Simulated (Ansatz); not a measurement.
# BaIrO3: the cost of one run

Program: Ansatz 0.2.0. Level of theory: DFT LDA+U (U_eff = 3 eV on Ir d), plane waves, PAW, no spin–orbit coupling unless a run says so. These are calculated values, not measurements.

### Step 1. Starting point

Symmetry: Pm-3m, No. 221, cubic system. The conventional cell has a = 4.101 Å, b = 4.101 Å, c = 4.101 Å, α = 90.00°, β = 90.00°, γ = 90.00°. Ba (site symmetry m-3m) has 12 O at 2.90 Å as nearest neighbours. Ir (site symmetry m-3m) has 6 O at 2.05 Å as nearest neighbours. Around O (site symmetry 4/mmm) lie 2 Ir at 2.05 Å and 4 Ba at 2.90 Å.

Coordinates:

```
CELL_PARAMETERS angstrom
4.10090 0.00000 0.00000
0.00000 4.10090 0.00000
0.00000 0.00000 4.10090
ATOMIC_POSITIONS crystal
Ba 0.00000 0.00000 0.00000
Ir 0.50000 0.50000 0.50000
O 0.00000 0.50000 0.50000
O 0.50000 0.50000 0.00000
O 0.50000 0.00000 0.50000
```

Magnetic order typed: ferromagnetic.

### Step 2. From atoms, symmetry kept, no search

input.yaml reads:

```yaml
crystal:
  lattice:
    - [4.10090204, 0.0, 0.0]
    - [0.0, 4.10090204, 0.0]
    - [0.0, 0.0, 4.10090204]
  atoms:
    - { symbol: Ba, position: [0.0, 0.0, 0.0] }
    - { symbol: Ir, position: [0.5, 0.5, 0.5], spin: 5.0 }
    - { symbol: O, position: [0.0, 0.5, 0.5] }
    - { symbol: O, position: [0.5, 0.5, 0.0] }
    - { symbol: O, position: [0.5, 0.0, 0.5] }
basis:
  ecutwfc: 420
  ecutrho_ratio: 4
kpoints:
  mp_grid: { grid: [5, 5, 5] }
hamiltonian:
  xc: lda
  hubbard: { sites: [{ site: 1, l: d, u_eff: 3.0 }] }
scf:
  occupations: { method: gaussian, width: 0.05 }
  lower_state_search: "off"
  max_iter: 150
output:
  forces: true
  stress: true
  eigenvalues: true
  populations: true
  hubbard: { sites: [{ site: 1, l: d }] }
magnetization:
  spin_polarized: true
```

The run is started by

```bash
$ ansatz run input.yaml --threads 4 --pin off --max-ram 6144MiB --backend cpu --events-out ev --progress --plain --runs-dir out
```

**Question.** How long does this run take on 4 threads of AMD EPYC 7B13 (Zen 3), shared host, and how much memory does it need?

About 6.8 s, with a peak of 0.5 GiB.
